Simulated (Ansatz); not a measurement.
# OsF3 (ReO3 type): other levels of theory at one geometry

An exercise on one series of results from a longer session: the logs are not shown, and one member is left open.

Program: Ansatz 0.2.0. Level of theory: DFT at several levels, plane waves, PAW. These are calculated values, not measurements.

3 further runs of the same task are left out: 3 that didn't finish. Runs told in other sessions of the task aren't counted.

### Starting point

Symmetry: Pm-3m, No. 221, cubic system. The conventional cell has a = 4.030 Å, b = 4.030 Å, c = 4.030 Å, α = 90.00°, β = 90.00°, γ = 90.00°. Around Os (site symmetry m-3m) lie 6 F at 2.02 Å. Around F (site symmetry 4/mmm) lie 2 Os at 2.02 Å.

Structure file:

```
CELL_PARAMETERS angstrom
4.03017 0.00000 0.00000
0.00000 4.03017 0.00000
0.00000 0.00000 4.03017
ATOMIC_POSITIONS crystal
Os 0.00000 0.00000 0.00000
F 0.50000 0.00000 0.00000
F 0.00000 0.00000 0.50000
F 0.00000 0.50000 0.00000
```

An earlier run at PBE left this cell at 16.365 Å³/atom and 0.01 GPa (10×10×10 mesh), a metal on this mesh, spin moments in the atoms' spheres Os 0.14 μB.

Levels to run: PBE+SOC, moments along [001]; r²SCAN; PBEsol; LDA. Hardware: 2 threads of Arm Neoverse V2, shared host.

Set-up of the first run:

input.yaml reads:

```yaml
crystal:
  lattice:
    - [4.0301740801, 0.0, 0.0]
    - [0.0, 4.0301740801, 0.0]
    - [0.0, 0.0, 4.0301740801]
  atoms:
    - { symbol: Os, position: [0.0, 0.0, 0.0], spin: 1.0, spin_axis: [0.0, 0.0, 1.0] }
    - { symbol: F, position: [0.5, 0.0, 0.0] }
    - { symbol: F, position: [0.0, 0.0, 0.5] }
    - { symbol: F, position: [0.0, 0.5, 0.0] }
basis:
  ecutwfc: 420
  ecutrho_ratio: 4
kpoints:
  mp_grid: { grid: [10, 10, 10] }
hamiltonian:
  xc: pbe
scf:
  occupations: { method: gaussian, width: 0.05 }
output:
  forces: true
  stress: true
  eigenvalues: true
  populations: true
  dos: { projected: true, de: 0.02 }
  write_density: true
  write_potential: true
  elf: true
  volumetric_format: npy
magnetization:
  noncollinear: true
  spin_orbit: true
```

Launch:

```console
$ ansatz run input.yaml --threads 2 --pin off --max-ram 2662MiB --backend cpu --events-out ev --progress --plain --runs-dir out
```

Among the steps run: PBE+SOC, moments along [001]; r²SCAN; PBEsol; LDA.

One of the session's tables, all rows but one given; the rest of the session is left out.

```
                       level  pressure (GPa)  largest spin moment (μB)
                         PBE             0.0                      0.14
                         LDA            -8.4                      0.11
                      PBEsol            -4.5                      0.14
PBE+SOC, moments along [001]             2.1                      0.00
                      r²SCAN               ?                         ?
```

Estimate the missing values for r²SCAN.

**Answer.** pressure (GPa): -2.1; largest spin moment (μB): 0.55. In the column «pressure (GPa)» it lies between PBEsol (-4.5) and PBE (0.0).

The pressure runs from -8.4 GPa (LDA) to 2.1 GPa (PBE+SOC, moments along [001]); a negative pressure means that level wants a smaller cell, a positive one a larger cell. Total energies of different levels have different zeros and can't be compared.

Caveats from the session: Warnings in the runs' records: seeded moment not kept, stress scf threshold loose, stability check not made, xc potential rough in thin density.
